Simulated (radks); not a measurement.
# Zr³⁰⁺ in [Ne]: an all-electron calculation

An exercise on one series of results from a longer session: the logs are not shown, and one member is left open.

Program: radks (a radial shooting solver on a logarithmic mesh, Libxc functionals) version 1. Level of theory: Dirac Kohn-Sham, PBE, spin-unpolarised, spherical densities, point nucleus. These are calculated values, not measurements, unless marked.

### The system

* element: zirconium (Z = 40)
* charge: +30
* electrons: 10
* configuration: [Ne]

The outer shells:

Zr³⁰⁺
```
[He] core
2s [↑↓]
2p [↑↓][↑↓][↑↓]
```

The first run:

Settings of this run:

```text
Z 40
configuration [Ne]
relativity Dirac
functional pbe,pbe
spin unpolarised
j_filling energy
nucleus point
c 137.035999084
```

One of the session's tables, all rows but one given; the rest of the session is left out.

It belongs to the step «Shells». Radial moments (bohr):

| level | <r> | outermost maximum (interpolated) | 90 % within |
| --- | --- | --- | --- |
| 1s1/2 | 0.03703 | 0.0241 | 0.0663 |
| 2s1/2 | 0.1590 | 0.136 | 0.245 |
| 2p1/2 | ? | ? | ? |
| 2p3/2 | 0.1396 | 0.109 | 0.226 |

**Question.** Estimate the row for 2p1/2.

**Answer.** <r>: 0.1355; outermost maximum (interpolated): 0.106; 90 % within: 0.221. In the column «<r>» it lies between 1s1/2 (0.03703) and 2p3/2 (0.1396).
